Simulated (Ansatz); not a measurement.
**C2H5BS: basis-set convergence**

An exercise on one series of results from a longer session: the logs are not shown, and one member is left open.

The runs use Ansatz 0.2.0, Gaussian basis; one geometry, several basis sets.

Levels to be run: PBE0-D4/def2-SVP; ωB97M-V/def2-SVP; PBE0-D4/def2-QZVPP; ωB97M-V/def2-QZVPP; the functionals' def2-TZVPP values are taken from earlier runs.

## The geometry

All runs share one geometry, relaxed beforehand with PBE0-D4 in a triple-zeta def2 set.

SMILES `BC(=C)S`, 9 atoms, charge 0, spin multiplicity 1.

Atoms are counted from 1 here; the program's logs count them from 0.

Bond lengths: B1–C2 1.538 Å, B1–H5 1.195 Å, B1–H6 1.197 Å, C2–C3 1.345 Å, C2–S4 1.762 Å, C3–H7 1.087 Å, C3–H8 1.083 Å, S4–H9 1.340 Å. Angles: C2–B1–H5 118.2°, C2–B1–H6 121.7°, H5–B1–H6 120.0°, B1–C2–C3 118.7°, B1–C2–S4 121.6°, C3–C2–S4 119.8°, C2–C3–H7 123.5°, C2–C3–H8 119.4°, H7–C3–H8 117.2°, C2–S4–H9 96.5°.

Set-up of the first run:

The input, in.yaml:

```yaml
crystal:
  periodic: [false, false, false]
  atoms:
    - {symbol: B, position_ang: [-0.365301, 0.836631, -0.852973]}
    - {symbol: C, position_ang: [0.018817, -0.161378, 0.251947]}
    - {symbol: C, position_ang: [1.054586, -0.992192, 0.038783]}
    - {symbol: S, position_ang: [-0.863365, -0.236367, 1.774890]}
    - {symbol: H, position_ang: [0.274908, 0.836938, -1.862435]}
    - {symbol: H, position_ang: [-1.277665, 1.599675, -0.722591]}
    - {symbol: H, position_ang: [1.392377, -1.727220, 0.764278]}
    - {symbol: H, position_ang: [1.592347, -0.940386, -0.900104]}
    - {symbol: H, position_ang: [-1.738305, 0.738097, 1.491005]}
basis:
  gaussian: {orbitals: def2-SVP}
hamiltonian: {xc: pbe0, dispersion: d4}
output: {orbitals: {seedname: orbitals}}
```

Started as:

```
ansatz run in.yaml --threads 2 --pin off --events-out ev --progress --plain --max-ram 4352MiB
```

Steps of the session up to this table: PBE0-D4 in def2-SVP; ωB97M-V in def2-SVP; PBE0-D4 in def2-QZVPP; ωB97M-V in def2-QZVPP.

One of the session's tables, all rows but one given; the rest of the session is left out.

It belongs to the step «Density functionals: the series». 

| functional | basis | HOMO (eV) | LUMO (eV) |
| --- | --- | --- | --- |
| PBE0-D4 | def2-SVP | -6.59 | -2.19 |
| PBE0-D4 | def2-TZVPP | ? | ? |
| PBE0-D4 | def2-QZVPP | -6.76 | -2.32 |
| ωB97M-V | def2-SVP | -8.66 | -0.11 |
| ωB97M-V | def2-TZVPP | -8.82 | -0.29 |
| ωB97M-V | def2-QZVPP | -8.85 | -0.34 |

Estimate the missing values for PBE0-D4, def2-TZVPP.

As computed: HOMO (eV): -6.73; LUMO (eV): -2.29. In the column «HOMO (eV)» it lies between PBE0-D4, def2-QZVPP (-6.76) and PBE0-D4, def2-SVP (-6.59).
